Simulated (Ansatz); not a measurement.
# CH6OSSi2: the cost of one run

Method: RKS B3LYP/STO-3G, in Ansatz 0.2.0.

## 1. The starting structure

Bond lengths: O1–C2 1.181 Å, C2–Si3 1.856 Å, C2–S4 1.771 Å, S4–Si5 2.187 Å, Si3–H6 1.528 Å, Si3–H7 1.489 Å, Si3–H8 1.478 Å, Si5–H9 1.473 Å, Si5–H10 1.451 Å, Si5–H11 1.516 Å. Angles (14 of 16 angles, heavy atoms first): O1–C2–Si3 115.3°, O1–C2–S4 128.7°, Si3–C2–S4 116.0°, C2–S4–Si5 101.0°, C2–Si3–H6 111.4°, C2–Si3–H7 114.0°, C2–Si3–H8 115.1°, S4–Si5–H9 111.7°, S4–Si5–H10 107.8°, S4–Si5–H11 108.8°, H6–Si3–H7 104.8°, H6–Si3–H8 103.6°, H7–Si3–H8 107.0°, H9–Si5–H10 111.0°.

Coordinates:

```xyz
11

O    -0.8211   -0.0880    1.2055
C     0.1005   -0.3249    0.5068
Si    1.3646   -1.4797    1.2235
S     0.4498    0.2973   -1.1145
Si   -1.3267    1.5170   -1.4860
H     2.7377   -0.8164    1.3145
H     1.5894   -2.7101    0.4157
H     1.0983   -1.9166    2.6105
H    -2.5627    0.7238   -1.3781
H    -1.1965    2.0998   -2.8081
H    -1.3679    2.6406   -0.4693
```

## 2. Preparing the start

input.yaml reads:

```yaml
crystal:
  periodic: [false, false, false]
  atoms:
    - { symbol: O, position_ang: [-0.8211, -0.088, 1.2055] }
    - { symbol: C, position_ang: [0.1005, -0.3249, 0.5068] }
    - { symbol: Si, position_ang: [1.3646, -1.4797, 1.2235] }
    - { symbol: S, position_ang: [0.4498, 0.2973, -1.1145] }
    - { symbol: Si, position_ang: [-1.3267, 1.517, -1.486] }
    - { symbol: H, position_ang: [2.7377, -0.8164, 1.3145] }
    - { symbol: H, position_ang: [1.5894, -2.7101, 0.4157] }
    - { symbol: H, position_ang: [1.0983, -1.9166, 2.6105] }
    - { symbol: H, position_ang: [-2.5627, 0.7238, -1.3781] }
    - { symbol: H, position_ang: [-1.1965, 2.0998, -2.8081] }
    - { symbol: H, position_ang: [-1.3679, 2.6406, -0.4693] }
basis:
  gaussian: { orbitals: STO-3G }
hamiltonian:
  xc: b3lyp
relax:
  f_tol: 0.02
  max_steps: 40
scf:
  lower_state_search: "off"
output:
  orbitals: {}
```

Command:

```sh
> ansatz run input.yaml --threads 1 --pin off --max-ram 2048MiB --backend cpu --events-out ev --progress --plain --runs-dir out
```

What time and memory should one allow on 1 thread of Intel Xeon 6975P-C (Granite Rapids), shared host?

About 9.4 s, with a peak of 0.16 GiB.
